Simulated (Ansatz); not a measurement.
# Al: the cost of one run

Method: DFT PBE, plane waves, PAW, scalar-relativistic, no spin polarisation, in Ansatz 0.2.0.

### 1 The system as given

The cell holds 31 atoms (Al31): a = 8.100 Å, b = 8.100 Å, c = 8.100 Å, α = 90.00°, β = 90.00°, γ = 90.00°.

Its coordinates follow in the input file.

### 2 End point A

Input file input.yaml:

```yaml
crystal:
  lattice:
    - [8.1, 0.0, 0.0]
    - [0.0, 8.1, 0.0]
    - [0.0, 0.0, 8.1]
  atoms:
    - { symbol: Al, position: [0.7505691, 0.2484553, -0.0059205] }
    - { symbol: Al, position: [0.7533227, -0.0006819, 0.2458264] }
    - { symbol: Al, position: [0.0024893, 0.0027457, -0.0077534] }
    - { symbol: Al, position: [0.2522895, 0.2519983, 0.0041031] }
    - { symbol: Al, position: [0.5028638, 0.4977868, 0.0072925] }
    - { symbol: Al, position: [0.7602999, 0.7554159, -0.001841] }
    - { symbol: Al, position: [0.2473906, -0.0007779, 0.2430493] }
    - { symbol: Al, position: [0.5013744, 0.2479615, 0.2471071] }
    - { symbol: Al, position: [0.7567539, 0.5000361, 0.2459049] }
    - { symbol: Al, position: [0.5009017, -0.0054589, 0.5007104] }
    - { symbol: Al, position: [0.7468409, 0.2492128, 0.4978233] }
    - { symbol: Al, position: [0.7575063, -0.0011637, 0.7501079] }
    - { symbol: Al, position: [-0.0030645, 0.503227, -0.0022636] }
    - { symbol: Al, position: [0.2537897, 0.7453225, 0.0019004] }
    - { symbol: Al, position: [-0.0005339, 0.2495956, 0.2495458] }
    - { symbol: Al, position: [0.2520196, 0.4997303, 0.2568603] }
    - { symbol: Al, position: [0.5020622, 0.7519284, 0.2515615] }
    - { symbol: Al, position: [-0.0057084, -0.002296, 0.49786] }
    - { symbol: Al, position: [0.2493966, 0.2429857, 0.5003339] }
    - { symbol: Al, position: [0.4999499, 0.490821, 0.4997721] }
    - { symbol: Al, position: [0.7578418, 0.7532576, 0.4994093] }
    - { symbol: Al, position: [0.251339, 0.0050918, 0.7499596] }
    - { symbol: Al, position: [0.4941457, 0.2469887, 0.743558] }
    - { symbol: Al, position: [0.750767, 0.5001943, 0.7531029] }
    - { symbol: Al, position: [0.0024741, 0.7547311, 0.249448] }
    - { symbol: Al, position: [0.0001299, 0.4986794, 0.4973696] }
    - { symbol: Al, position: [0.2525333, 0.7475773, 0.5003824] }
    - { symbol: Al, position: [-0.0104833, 0.2494586, 0.750529] }
    - { symbol: Al, position: [0.2432265, 0.5012407, 0.7561856] }
    - { symbol: Al, position: [0.4950746, 0.7545866, 0.7485523] }
    - { symbol: Al, position: [0.0028709, 0.7502663, 0.7512766] }
basis:
  ecutwfc: 420.0
kpoints:
  mp_grid: { grid: [3, 3, 3] }
hamiltonian:
  xc: pbe
  pseudopotentials: { kind: paw, azcp: { folder: soft_1 } }
scf:
  occupations: { method: gaussian, width: 0.15 }
  lower_state_search: "off"
relax:
  f_tol: 0.03
  max_steps: 60
  adjacent_minimum: "off"
```

Started as:

```sh
$ ansatz run input.yaml --threads 4 --pin off --max-ram 10240MiB --backend cpu --events-out ev --progress --plain --runs-dir out
```

Q: Estimate wall time and peak memory on 4 threads of Arm Neoverse V2, shared host.

About 24 s, with a peak of 1.3 GiB.
